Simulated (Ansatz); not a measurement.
# Li2GeN: the cost of one run

Method: DFT PBE, scalar-relativistic, plane waves, PAW, unless a step names another level, in Ansatz 0.2.0.

1 further run of the same task is left out (set aside as unsound or not needed).

### Step 1. The system as given

The structure is orthorhombic, space group Cmcm (No. 63). The conventional cell has a = 3.390 Å, b = 11.596 Å, c = 5.281 Å, α = 90.00°, β = 90.00°, γ = 90.00°. Li (site symmetry m) has 3 N at 2.04 to 2.11 Å and 2 Li at 2.32 Å as nearest neighbours. Around Ge (site symmetry m2m) lie 1 N at 1.83 Å. N (site symmetry m2m) has 1 Ge at 1.83 Å and 6 Li at 2.04 to 2.11 Å as nearest neighbours.

As a file:

```cif
data_structure
_symmetry_space_group_name_H-M 'P 1'
_symmetry_Int_Tables_number 1
_cell_length_a 6.0408
_cell_length_b 6.0408
_cell_length_c 5.2815
_cell_angle_alpha 90.000
_cell_angle_beta 90.000
_cell_angle_gamma 147.412
_cell_volume 103.80
loop_
_atom_site_label
_atom_site_type_symbol
_atom_site_fract_x
_atom_site_fract_y
_atom_site_fract_z
_atom_site_occupancy
Li1 Li 0.81837 0.18163 0.98738 1
Li2 Li 0.18163 0.81837 0.48738 1
Li3 Li 0.18163 0.81837 0.01262 1
Li4 Li 0.81837 0.18163 0.51262 1
Ge1 Ge 0.53120 0.46880 0.25000 1
Ge2 Ge 0.46880 0.53120 0.75000 1
N1 N 0.68929 0.31071 0.25000 1
N2 N 0.31071 0.68929 0.75000 1
```

It came out lowest among 44 distinct ends of the trial cells. At a tolerance of 0.05 Å it has space group Cmcm (No. 63).

### Step 2. Tight relaxation for the response runs, on the response runs' mesh and smearing

input.yaml reads:

```yaml
crystal:
  lattice:
    - [1.6948345602, -5.7981338681, 0.0]
    - [1.6948345602, 5.7981338681, 0.0]
    - [0.0, 0.0, 5.2814709078]
  atoms:
    - { symbol: Li, position: [0.8183689222, 0.1816310778, 0.987383705] }
    - { symbol: Li, position: [0.1816310778, 0.8183689222, 0.487383705] }
    - { symbol: Li, position: [0.1816310778, 0.8183689222, 0.012616295] }
    - { symbol: Li, position: [0.8183689222, 0.1816310778, 0.512616295] }
    - { symbol: Ge, position: [0.5312016437, 0.4687983563, 0.25] }
    - { symbol: Ge, position: [0.4687983563, 0.5312016437, 0.75] }
    - { symbol: "N", position: [0.6892947107, 0.3107052893, 0.25] }
    - { symbol: "N", position: [0.3107052893, 0.6892947107, 0.75] }
basis:
  ecutwfc: 420
kpoints:
  mp_grid: { grid: [10, 10, 6] }
hamiltonian:
  xc: pbe
scf:
  occupations: { method: gaussian, width: 0.1 }
output:
  forces: true
  stress: true
  eigenvalues: true
relax:
  adjacent_minimum: "off"
  f_tol: 0.001
  max_steps: 60
  cell: { stress_tol: 0.01 }
```

On the command line:

```console
$ ansatz run input.yaml --threads 3 --pin off --max-ram 7680MiB --backend cpu --events-out ev --progress --plain --runs-dir out
```

Q: Estimate wall time and peak memory on 3 threads of AMD EPYC 7R32 (Zen 2), shared host.

About 37 s, with a peak of 0.71 GiB.
